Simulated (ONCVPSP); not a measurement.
# B: generating and testing an ONCV potential

Task: generate the file, and judge it by its errors in other configurations, its logarithmic derivatives, its ghosts and its cutoff.

Program: ONCVPSP 4.0.1. Reference atom: PBE, non-relativistic, spherical and spin-unpolarised. All values are calculated.

## Step 1: Starting point

Typed settings, in words:

- element: boron (B, Z = 5)
- type: optimised norm-conserving Vanderbilt (ONCV)
- frozen core: [He]
- valence charge: 3
- reference configuration: 2s1.5 2p1.5
- partial waves: 2s: rc 1.00 bohr, ncon 3, nbas 8, qcut 5.4 1/bohr, 2 projectors, debl 2.8 Ha; 2p: rc 2.55 bohr, ncon 5, nbas 9, qcut 6.1 1/bohr, 2 projectors, debl 2.6 Ha; d scattering state at 0.2 Ha: rc 2.00 bohr, ncon 4, nbas 7, qcut 4.8 1/bohr, 2 projectors, debl 1.6 Ha
- local potential: polynomial inside 0.85 bohr (lpopt 4, dvloc0 0 Ha)
- core correction: Teter function, fcfact 5.25, rcfact 1.25

The nodes and maxima of the atom's own shells, from an earlier all-electron run, set the scale for the radii.

All-electron outer shells of the reference configuration (PBE, non-relativistic, ld1.x):

```json
{"shell": "1s", "level (eV)": "-181.13", "outermost node (bohr)": "–", "outermost maximum (bohr)": "0.21"}
{"shell": "2s", "level (eV)": "-9.69", "outermost node (bohr)": "0.46", "outermost maximum (bohr)": "1.52"}
{"shell": "2p", "level (eV)": "-3.84", "outermost node (bohr)": "–", "outermost maximum (bohr)": "1.57"}
```

## Step 2: Generating the potential

Input file B.dat:

```
# ATOM AND REFERENCE CONFIGURATION
# atsym  z   nc   nv     iexc    psfile
  B 5.00    1    2        4      upf
#
#   n    l    f
    1    0    2.00
    2    0    1.50
    2    1    1.50
#
# PSEUDOPOTENTIAL AND OPTIMIZATION
# lmax
    2
#
#   l,   rc,      ep,       ncon, nbas, qcut
    0    1.00    0.00    3    8    5.40
    1    2.55    0.00    5    9    6.10
    2    2.00    0.20    4    7    4.80
#
# LOCAL POTENTIAL
# lloc, lpopt,  rc(5),   dvloc0
    4    4    0.85    0.00
#
# VANDERBILT-KLEINMAN-BYLANDER PROJECTORs
# l, nproj, debl
    0    2    2.80
    1    2    2.60
    2    2    1.60
#
# MODEL CORE CHARGE
# icmod, fcfact, rcfact
    3    5.25    1.25
#
# LOG DERIVATIVE ANALYSIS
# epsh1, epsh2, depsh
   -2.00    5.00    0.02
#
# OUTPUT GRID
# rlmax, drl
    6.00    0.01
#
# TEST CONFIGURATIONS
# ncnf
    4
# nvcnf
#   n    l    f
    2
    2    0    2.00
    2    1    1.00
#
    2
    2    0    2.00
    2    1    0.00
#
    2
    2    0    1.00
    2    1    0.00
#
    2
    2    0    0.00
    2    1    3.00
#
```

Command:

```console
oncvpspnr.x < B.dat > B.out
```

Before running it: what results should come out? Wanted: cutoffs for 1 and 0.1 mHa per electron, occupied waves; bound ghosts; GHOST(+) flags; largest test error; largest phase difference near zero energy, channels read; rms error of d²Exc/dn², without and with the model core.

The runs gave:

| quantity | value |
| --- | --- |
| cutoffs for 1 and 0.1 mHa per electron, occupied waves | 12 Ha and 37 Ha |
| bound ghosts | d at -83.75 eV |
| GHOST(+) flags | s at 219 eV, s at 2162 eV (1 near or above the test basis's cutoff) |
| largest test error (AE − PS) | +187 meV, for 2s1 2p0 |
| largest phase difference near zero energy, channels read | 0.002 rad |
| rms error of d²Exc/dn², without and with the model core | 2.19 and 2.27 mHa |

What this shows: It has a bound ghost (d), a state that the atom doesn't have, and that rules the file out. The worst unpolarised test, 2s1 2p0, is off by 187 meV on 30.7 eV; by total energies transferability rates as poor. The potential is soft on the atom at that tolerance: the looser tolerance needs 12 Ha. The tighter tolerance needs 37 Ha, and converged work needs a cutoff nearer that. At the looser tolerance the 2s wave is the slowest; 2p needs 10 Ha. Near zero energy the phases of the channels with partial waves agree within 0.002 rad. The program also flags highly localised states, GHOST(+) (s). All of this concerns the isolated atom, not yet a solid.
